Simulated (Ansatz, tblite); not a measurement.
**The cluster W6+: rung by rung**

Aim: run the doublet of the cluster W6+ at one geometry on many levels, and compare frontier levels, spin and run time.

Computed with Ansatz 0.2.0, Gaussian basis. Level: as each input shows.

The runs, in order: GFN1-xTB, GFN2-xTB, PBE-D4/def2-TZVP, r2SCAN-D4/def2-TZVP, HSE06-D4/def2-TZVP, PBE-D4/def2-SVP, PBE0-D4/def2-SVP, MP2/def2-TZVP, RPA/def2-TZVP.

3 further runs of the same task are left out: 2 that didn't finish, 1 set aside as unsound or not needed. Runs told in other sessions of the task aren't counted.

### Step 1. The structure

The geometry is that of the doublet, from an earlier relaxation (PBE-D4/def2-SVP). At that level it is the lowest of the isomers that a small search found.

6 atoms, charge 1, spin multiplicity 2.

Bond lengths: W1–W2 2.407 Å, W1–W3 2.453 Å, W1–W4 2.887 Å, W1–W5 2.492 Å, W1–W6 2.897 Å, W2–W3 3.880 Å, W2–W4 2.897 Å, W2–W5 2.431 Å, W2–W6 2.505 Å, W3–W4 2.492 Å, W3–W6 2.431 Å, W4–W5 2.453 Å, W4–W6 2.407 Å, W5–W6 3.880 Å. Angles: W2–W1–W3 106.0°, W2–W1–W4 65.6°, W2–W1–W5 59.5°, W2–W1–W6 55.4°, W3–W1–W4 54.9°, W3–W1–W5 105.6°, W3–W1–W6 53.3°, W4–W1–W5 53.7°, W4–W1–W6 49.2°, W5–W1–W6 91.8°, W1–W2–W3 37.4°, W1–W2–W4 65.2°, W1–W2–W5 62.0°, W1–W2–W6 72.2°, W3–W2–W4 39.9°, W3–W2–W5 73.2°, W3–W2–W6 37.5°, W4–W2–W5 54.0° and more.

W takes a core potential in the def2 sets. No spin-orbit coupling is included. The ion is computed in the gas phase, without counter-ions or solvent.

PBE0-D4/def2-TZVP was run before; its log isn't repeated, and its numbers join the tables.

### Step 2. GFN1-xTB

Tight binding, by tblite at 300 K electronic temperature and without a spin-polarisation term:

```python
tblite.interface.Calculator('GFN1-xTB', numbers, positions, charge=1, uhf=1).singlepoint()
```

Energy -349.2130 eV; 0.009 s.

### Step 3. GFN2-xTB

Tight binding, by tblite at 300 K electronic temperature and without a spin-polarisation term:

```python
tblite.interface.Calculator('GFN2-xTB', numbers, positions, charge=1, uhf=1).singlepoint()
```

Energy -391.1385 eV; 0.046 s.

### Step 4. PBE-D4/def2-TZVP

start.molden holds the orbitals of an earlier run on this state, given as this run's starting guess.

The input, in.yaml:

```yaml
crystal:
  periodic: [false, false, false]
  atoms:
    - {symbol: W, position_ang: [1.037066, 1.109527, -0.123309]}
    - {symbol: W, position_ang: [-0.135657, -0.094807, -1.846079]}
    - {symbol: W, position_ang: [1.079094, -0.375716, 1.828137]}
    - {symbol: W, position_ang: [-1.200201, -0.448872, 0.824485]}
    - {symbol: W, position_ang: [-1.372170, 1.562560, -0.568531]}
    - {symbol: W, position_ang: [0.591869, -1.752693, -0.114703]}
basis:
  gaussian: {orbitals: def2-TZVP, initial_orbitals: start.molden}
total_charge: 1
magnetization: {spin_polarized: true, initial_magnetization: 1}
hamiltonian: {xc: pbe, dispersion: d4}
scf: {omitted_lower_state_checks: [starts]}
output: {forces: true, orbitals: {seedname: orbitals}}
```

Launch:

```sh
ansatz run in.yaml --threads 4 --pin off --events-out ev --progress --plain --max-ram 4787MiB
```

After this run come: r2SCAN-D4/def2-TZVP; HSE06-D4/def2-TZVP; PBE-D4/def2-SVP; PBE0-D4/def2-SVP; MP2/def2-TZVP; RPA/def2-TZVP.

Before running them: what should the planned runs give, taken together? Wanted: gap in def2-TZVP, named functionals, smallest and largest; correlation energy, MP2/def2-TZVP; ⟨S²⟩ in def2-TZVP, named functionals, smallest and largest; PBE0 total energy, smallest basis above largest.

As calculated:

```
                                                  quantity                                value
 gap in def2-TZVP, named functionals, smallest and largest  0.29 eV (PBE-D4), 1.78 eV (PBE0-D4)
                         correlation energy, MP2/def2-TZVP                            -63.81 eV
⟨S²⟩ in def2-TZVP, named functionals, smallest and largest                         0.769, 1.091
           PBE0 total energy, smallest basis above largest        2.46 eV (def2-SVP, def2-TZVP)
```

**Reading.** Over the named functionals in def2-TZVP the gap runs from 0.29 eV (PBE-D4) to 1.78 eV (PBE0-D4); exact exchange widens it. Over the named functionals in def2-TZVP spin contamination reaches 0.34 (r2SCAN-D4), so some levels may describe another state.
